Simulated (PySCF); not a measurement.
# CH6OSi: the cost of one run

Computed with PySCF 2.14.0; each step states its level. No surroundings beyond the atoms listed, unless a continuum is named. Atoms count from 0, parts from 1.

### 1 The system as given

Each species was relaxed by itself at PBE0-D3(BJ)/def2-SVPD.

### 2 Reaction energy: wB97M-D3(BJ)/def2-TZVPD

The job: settings as JSON, then the geometry in Å.

```
{"job": {"kind": "react", "xc": "wB97M-D3(BJ)", "basis": "def2-TZVPD"}, "charge": 0, "multiplicity": 1}
-1 CH6OSi charge 0 multiplicity 1
C     -0.806280    -0.638070     0.561900
Si     0.385700     0.685990    -0.009400
O      0.851640     0.480720    -1.611410
H     -0.334980    -1.632270     0.569730
H     -1.693270    -0.680480    -0.086840
H     -1.142900    -0.421300     1.587830
H      1.587510     0.682030     0.883130
H     -0.252660     2.030830     0.016640
H      1.283740    -0.340090    -1.855460

-1 F charge -1 multiplicity 1
F      0.000000     0.000000     0.000000

+1 CH5OSi charge -1 multiplicity 1
C     -0.651860    -0.485880     0.526120
Si     0.625750     0.548130    -0.463220
O      0.752740     2.083340    -0.073120
H     -0.663800    -1.534190     0.178340
H     -1.666340    -0.070540     0.408170
H     -0.410230    -0.480920     1.601850
H      1.900610    -0.300210    -0.319500
H      0.223010     0.245530    -1.916320

+1 FH charge 0 multiplicity 1
F      0.458800    -0.023700    -0.025020
H     -0.458800     0.023700     0.025020
```

Method: wB97M-D3(BJ)/def2-TZVPD reaction energy of separated species, gas phase.

Launch:

```
> OMP_NUM_THREADS=1 python cluster_run.py task.json out
```

This one command runs all jobs of the session in turn.

**Question.** How long does this first job take on 1 thread of Arm Neoverse V1, shared host, and how much memory does it need?

About 19 s, with a peak of 0.6 GiB.
